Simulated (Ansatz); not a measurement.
**Mg2TeBr2: properties of a relaxed candidate**

This session takes a relaxed cell of Mg2TeBr2 and sets out to compute bands, density of states and charges.

Computed with Ansatz 0.2.0 (DFT PBE, scalar-relativistic, plane waves, PAW, unless a step's input says otherwise).

1 further run of the same task is left out (set aside as unsound or not needed).

## Step 1: Starting point

It takes space group P4/mmm (No. 123, tetragonal). The conventional cell has a = 4.629 Å, b = 4.629 Å, c = 6.427 Å, α = 90.00°, β = 90.00°, γ = 90.00°. Mg (site symmetry mmm) is surrounded by 4 Br at 2.81 Å and 4 Mg at 3.27 Å and 4 Te at 3.96 Å. Te (site symmetry 4/mmm) is surrounded by 8 Br at 3.66 Å and 8 Mg at 3.96 Å. Br (site symmetry 4mm) has 4 Mg at 2.81 Å as nearest neighbours.

Coordinates:

```xyz
5
Lattice="4.6293 0.0000 0.0000 0.0000 4.6293 0.0000 0.0000 0.0000 6.4273" Properties=species:S:1:pos:R:3 pbc="T T T"
Mg    0.0000    2.3147    3.2137
Mg    2.3147    0.0000    3.2137
Te    0.0000    0.0000    0.0000
Br    2.3147    2.3147    1.6270
Br    2.3147    2.3147    4.8003
```

The cell was relaxed beforehand at this level, from a database cell with other species swapped in; it is a trial structure. At a tolerance of 0.05 Å it has space group P4/mmm (No. 123); it has 27.55 Å³/atom, an uncorrected energy of -0.25 eV/atom over the elements.

## Step 2: Electronic structure at the relaxed geometry

Contents of input.yaml:

```yaml
crystal:
  lattice:
    - [4.6293371861, 0.0, 0.0]
    - [0.0, 4.6293371861, 0.0]
    - [0.0, 0.0, 6.4273204949]
  atoms:
    - { symbol: Mg, position: [0.0, 0.5, 0.5] }
    - { symbol: Mg, position: [0.5, 0.0, 0.5] }
    - { symbol: Te, position: [0.0, 0.0, 0.0] }
    - { symbol: Br, position: [0.5, 0.5, 0.2531408826] }
    - { symbol: Br, position: [0.5, 0.5, 0.7468591174] }
basis:
  ecutwfc: 420
kpoints:
  mp_grid: { grid: [8, 8, 6] }
  band_path:
    path:
      - [[0.0, 0.0, 0.0], [0.0, 0.5, 0.0], [0.5, 0.5, 0.0], [0.0, 0.0, 0.0], [0.0, 0.0, 0.5], [0.0, 0.5, 0.5], [0.5, 0.5, 0.5], [0.0, 0.0, 0.5]]
      - [[0.0, 0.5, 0.0], [0.0, 0.5, 0.5]]
      - [[0.5, 0.5, 0.0], [0.5, 0.5, 0.5]]
    npoints: 14
hamiltonian:
  xc: pbe
scf:
  occupations: { method: gaussian, width: 0.1 }
  n_extra_bands: 12
output:
  forces: true
  stress: true
  eigenvalues: true
  populations: true
  dos: { projected: true, de: 0.02, nscf_kmesh: { grid: [10, 10, 8] } }
  bader: true
  write_density: true
  write_potential: true
  elf: true
  volumetric_format: npy
```

Run with:

```
$ ansatz run input.yaml --threads 1 --pin off --max-ram 2048MiB --backend cpu --events-out ev --progress --plain --runs-dir out
```

**Question.** What will these runs give? Wanted: gap; states at the Fermi level; Bader charges.

The runs gave:

```
                 quantity                           value
                      gap                    none (metal)
states at the Fermi level            3.35 per eV per cell
            Bader charges  Mg +1.35, Te -0.58, Br -1.05 e
```

There is no gap at this level. Of the projected weight within 0.25 eV of the Fermi level, the largest part is Te 5p (78 %). Charge transfer between the atoms is strong (Bader charges up to 1.3 e). Spin-orbit coupling is left out, which matters for the bands of Te.
